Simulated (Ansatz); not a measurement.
# AlGa3N4: the cost of one run

Method: DFT LDA, scalar-relativistic, plane waves, PAW, in Ansatz 0.2.0.

39 further runs of the same task are left out: 39 set aside as unsound or not needed. Runs told in other sessions of the task aren't counted.

### Step 1. The structure to begin with

The structure is cubic, space group P-43m (No. 215). Conventional cell: a = 4.472 Å, b = 4.472 Å, c = 4.472 Å, α = 90.00°, β = 90.00°, γ = 90.00°. Al (site symmetry -43m) is surrounded by 4 N at 1.89 Å. Ga (site symmetry -42m) is surrounded by 4 N at 1.95 Å. N (site symmetry 3m) is surrounded by 1 Al at 1.89 Å and 3 Ga at 1.95 Å.

Coordinates:

```
CELL_PARAMETERS angstrom
4.47169 0.00000 0.00000
0.00000 4.47169 0.00000
0.00000 0.00000 4.47169
ATOMIC_POSITIONS crystal
Al 0.00000 0.00000 0.00000
Ga 0.50000 0.50000 0.00000
Ga 0.50000 0.00000 0.50000
Ga 0.00000 0.50000 0.50000
N 0.75571 0.75571 0.24429
N 0.75571 0.24429 0.75571
N 0.24429 0.75571 0.75571
N 0.24429 0.24429 0.24429
```

Source of the structure: the Materials Project (structure only).

### Step 5. Setting up the map

The energy is mapped over volume and the cell's shape.

First coordinate, volume per atom: 9 values from 9.11 to 12.58 Å³. Second coordinate, length along [111] over the lengths across it, relative to the cubic cell: 9 values from 0.834 to 1.200.

Nothing else is relaxed (fractional coordinates fixed). Energies count from the relaxed crystal. Points are written as (first, second).

(The set-up runs are not shown.)

### Step 6. Point (11.71 Å³, 1.000)

File input.yaml:

```yaml
crystal:
  lattice:
    - [4.5417998259, 0.0, 0.0]
    - [0.0, 4.5417998259, 0.0]
    - [0.0, 0.0, 4.5417998259]
  atoms:
    - { symbol: Al, position: [0.0, 0.0, 0.0] }
    - { symbol: Ga, position: [0.5, 0.5, 0.0] }
    - { symbol: Ga, position: [0.5, 0.0, 0.5] }
    - { symbol: Ga, position: [0.0, 0.5, 0.5] }
    - { symbol: "N", position: [0.7548078379, 0.7548078379, 0.2451921621] }
    - { symbol: "N", position: [0.7548078379, 0.2451921621, 0.7548078379] }
    - { symbol: "N", position: [0.2451921621, 0.7548078379, 0.7548078379] }
    - { symbol: "N", position: [0.2451921621, 0.2451921621, 0.2451921621] }
basis:
  ecutwfc: 520.0
kpoints:
  mp_grid: { grid: [6, 6, 6] }
hamiltonian:
  xc: lda
  pseudopotentials: { kind: paw, azcp: { folder: soft_1 } }
scf:
  occupations: { method: gaussian, width: 0.05 }
output:
  forces: true
  stress: true
  eigenvalues: true
  write_density: true
  write_potential: true
  elf: true
  volumetric_format: npy
```

Launch:

```
> ansatz run input.yaml --threads 2 --pin off --max-ram 4096MiB --backend cpu --events-out ev --progress --plain --runs-dir out
```

Q: Estimate wall time and peak memory on 2 threads of Arm Neoverse V2, shared host.

About 5.7 s, with a peak of 0.37 GiB.
